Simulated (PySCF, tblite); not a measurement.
# C5H6BF3Si: geometry, infrared bands and NMR shifts

What infrared bands and NMR shifts should C5H6BF3Si (`FB(F)C#C[C@@]1([SiH3])C[C@H]1F`) show?

The runs use tblite 0.8.0 and PySCF 2.14.0, with density-fitted response routines of our own; the level of theory stands in each step. All values are computed, except where a source is named. Atoms count from 0, in the outputs and in this text.

## (1) The starting structure

16 atoms, charge 0, multiplicity 1; geometry from: force field or distance geometry start.

Bonds of the start (Å): F0–B1 1.46, B1–F2 1.45, B1–C3 1.55, C3–C4 1.20, C4–C5 1.48, C5–Si6 1.86, C5–C7 1.48, C7–C8 1.51, C8–F9 1.38, C8–C5 1.49, Si6–H10 1.48, Si6–H11 1.45, Si6–H12 1.47, C7–H13 1.13, C7–H14 1.09, C8–H15 1.12.

## (2) Relaxing the molecule with GFN2-xTB

What the job is given:

```
{"job": {"kind": "relax", "xc": "GFN2-xTB", "basis": "xTB"}, "charge": 0, "multiplicity": 1}
F      4.177700     0.535800     1.601100
B      3.529100    -0.330400     0.616900
F      4.319400    -0.795700    -0.507300
C      2.001900    -0.220900     0.372500
C      0.815100    -0.129500     0.194900
C     -0.633100     0.015300    -0.059500
Si    -1.198900     1.714200    -0.575000
C     -1.305500    -1.138100    -0.704700
C     -1.495900    -0.875400     0.770400
F     -0.965500    -1.824300     1.619200
H     -0.105000     2.256600    -1.418500
H     -2.421300     1.667300    -1.357200
H     -1.283200     2.576200     0.616000
H     -2.214100    -0.924600    -1.345000
H     -0.747100    -2.043000    -0.964400
H     -2.481200    -0.474400     1.129200
```

Started as:

```
$ OMP_NUM_THREADS=1 python probes_run.py task.json out
```

This one command runs all jobs of the session in turn.

**Question.** This job is followed by: GFN2-xTB harmonic vibrations, gas phase; GIAO PBE0/pcSseg-1 NMR shielding, non-relativistic, gas phase. Predict these results of the whole session: strongest single infrared mode (GFN2-xTB); zero-point energy (GFN2-xTB); ¹³C shifts against TMS (PBE0/pcSseg-1); ¹H shifts against TMS (PBE0/pcSseg-1, means over atoms taken as alike); ¹⁹F shifts against CFCl3 (PBE0/pcSseg-1, means over atoms taken as alike); ¹¹B shifts against BF3·OEt2 (PBE0/pcSseg-1); ²⁹Si shifts against TMS (PBE0/pcSseg-1); surface potential, 1st and 99th percentile.

As calculated:

```
                                                                 quantity                             value
                                strongest single infrared mode (GFN2-xTB)              786 cm⁻¹, 440 km/mol
                                             zero-point energy (GFN2-xTB)                     59.6 kcal/mol
                                   ¹³C shifts against TMS (PBE0/pcSseg-1)  115.0, 79.6, 77.3, 21.7, 4.0 ppm
   ¹H shifts against TMS (PBE0/pcSseg-1, means over atoms taken as alike)        4.54, 3.97, 1.48, 0.92 ppm
¹⁹F shifts against CFCl3 (PBE0/pcSseg-1, means over atoms taken as alike)                 -73.6, -228.9 ppm
                              ¹¹B shifts against BF3·OEt2 (PBE0/pcSseg-1)                          15.2 ppm
                                  ²⁹Si shifts against TMS (PBE0/pcSseg-1)                         -56.4 ppm
                                    surface potential, 1st and 99th percentile                -0.89 V and 1.51 V
```

What this shows: Relaxing lowered the energy by 1.075 eV in 113 steps; the close pair that moved most is F0–B1, from 1.463 to 1.321 Å. All 42 modes are real, so the xTB geometry is a minimum. The strongest single mode, at 786 cm⁻¹, is spread over several atoms, H11, H10, H12, Si6 among them. GFN2-xTB is a fitted tight-binding method: band positions and strengths are rough. Its intensities can rank the bands wrongly. The most deshielded hydrogen is H15 (hydrogen on a three-membered-ring carbon bearing a halogen), at 4.54 ppm: its carbon carries F, an electronegative neighbour. At PBE0/pcSseg-1: Shielding is most anisotropic at F0, F2 (span 303 ppm, paramagnetic term -223 ppm). By nearest atom (PBE0/pcSseg-1), the HOMO sits on C3 38 %; C4 25 % and the LUMO on B1 31 %; C4 25 %.
